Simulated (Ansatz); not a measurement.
Predict the output of the script below (the Python package of Ansatz (0.2.0)).

`tae.py`:
```python
"""Atomisation energy of C2H3AlO at the given geometry."""

from collections import Counter

import ansatz as az


def energy_of(molecule, charge=0, unpaired=0):
    calc = (
        molecule.calculation()
        .basis(gaussian="def2-SVPD")  # atom-centred Gaussian functions
        .functional("hf")
    )
    if charge:
        calc = calc.charge(charge)
    if unpaired:
        calc = calc.spin("collinear", total=unpaired)
    report = calc.run(threads=1).report
    if report["published_state_doubts"]:
        print("  doubts:", report["published_state_doubts"])
    return report["free_energy_ev"]


def main() -> None:
    geometry = (
        az.Crystal.molecule()
        .atom("C", (-0.5298, 0.8395, 0.8951))
        .atom("C", (0.1857, -0.021, 0.2926))
        .atom("O", (1.3388, -0.9257, 0.3524))
        .atom("Al", (0.5772, -0.9731, -1.1689))
        .atom("H", (-0.3561, 1.1962, 1.8751))
        .atom("H", (-1.4256, 1.3196, 0.3562))
        .atom("H", (0.271, -1.5036, -2.6482))
    )

    # Hund ground states
    unpaired = {"C": 2, "O": 2, "Al": 1, "H": 1}
    counts = Counter(site.symbol for site in geometry.cartesian_sites)
    atom_energy = {s: energy_of(az.Crystal.molecule().atom(s, (0, 0, 0)), 0, unpaired[s]) for s in counts}
    whole = energy_of(geometry, 0, 0)
    for s, e in atom_energy.items():
        print(f"{s:2s} x{counts[s]}  {e:14.5f} eV")
    print(f"C2H3AlO: {whole:.5f} eV")
    split = sum(counts[s] * e for s, e in atom_energy.items()) - whole
    print(f"atomisation energy (no zero-point term): {split:.3f} eV, {split / sum(counts.values()):.3f} eV an atom")


if __name__ == "__main__":
    main()
```

```console
$ python tae.py
C  x2     -1024.40679 eV
O  x1     -2033.34983 eV
Al x1     -6579.46119 eV
H  x3       -13.58606 eV
C2H3AlO: -10720.69855 eV
atomisation energy (no zero-point term): 18.316 eV, 2.617 eV an atom
```

18.316 eV from the electronic energies, without the zero-point term.

Reading the output:
- Total energies depend on the basis set; only differences at equal settings carry meaning.
- The geometry is a force-field or estimated start, not a minimum of this method, and the basis set is short of its limit. All parts are taken at fixed geometry, without zero-point energy.
- Hartree-Fock leaves correlation out, so bond, atomisation and ionisation energies come out well too low.
- It ran for 0.7 s on 1 thread of AMD EPYC 9R45 96-Core Processor (Zen 5) (shared host), peak memory 0.22 GiB.

(Lines on the test bed's own set-up are left out of the output.)
